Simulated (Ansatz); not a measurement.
**Pt (bcc type): a single-point run**

Aim: a sound single-point run of Pt (bcc type).

Computed with Ansatz 0.2.0 (DFT, LDA, PAW with Ansatz's default frozen-core files, scalar-relativistic, unless a step's input says otherwise).

## 1. The starting structure

It takes space group Im-3m (No. 229, cubic). The conventional cell has a = 2.880 Å, b = 2.880 Å, c = 2.880 Å, α = 90.00°, β = 90.00°, γ = 90.00°. Pt (site symmetry m-3m) has 8 Pt at 2.49 Å in its first shell of neighbours.

Coordinates:

```xyz
1
Lattice="-1.4402 1.4402 1.4402 1.4402 -1.4402 1.4402 1.4402 1.4402 -1.4402" Properties=species:S:1:pos:R:3 pbc="T T T"
Pt    0.0000    0.0000    0.0000
```

## 2. The run

Contents of input.yaml:

```yaml
crystal:
  lattice:
    - [-1.4402439, 1.4402439, 1.4402439]
    - [1.4402439, -1.4402439, 1.4402439]
    - [1.4402439, 1.4402439, -1.4402439]
  atoms:
    - { symbol: Pt, position: [0.0, 0.0, 0.0] }
kpoints:
  mp_grid: { grid: [19, 19, 19] }
scf:
  occupations: { method: fermi_dirac, width: 0.1 }
  max_iter: 75
hamiltonian:
  xc: lda
  pseudopotentials: { kind: paw }
output:
  forces: true
  stress: true
  eigenvalues: true
  populations: true
basis:
  ecutwfc: "80 eV"
```

Run with:

```console
$ ansatz run input.yaml --threads 1 --pin off --max-ram 2048MiB --backend cpu --events-out ev --progress --plain --runs-dir out
```

Q: Will this input give a usable result? If not, why, and what should change?

This run ends as converged, with warnings (cutoff below recommended). It gives a pressure of -6563 GPa, which is large.

In the input, basis.ecutwfc is 80 eV. The basis cutoff is far too low: the plane waves can't represent the orbitals near the cores. The potentials' recommended cutoff is 420 eV.

The test: delete basis.ecutwfc (the default then holds).
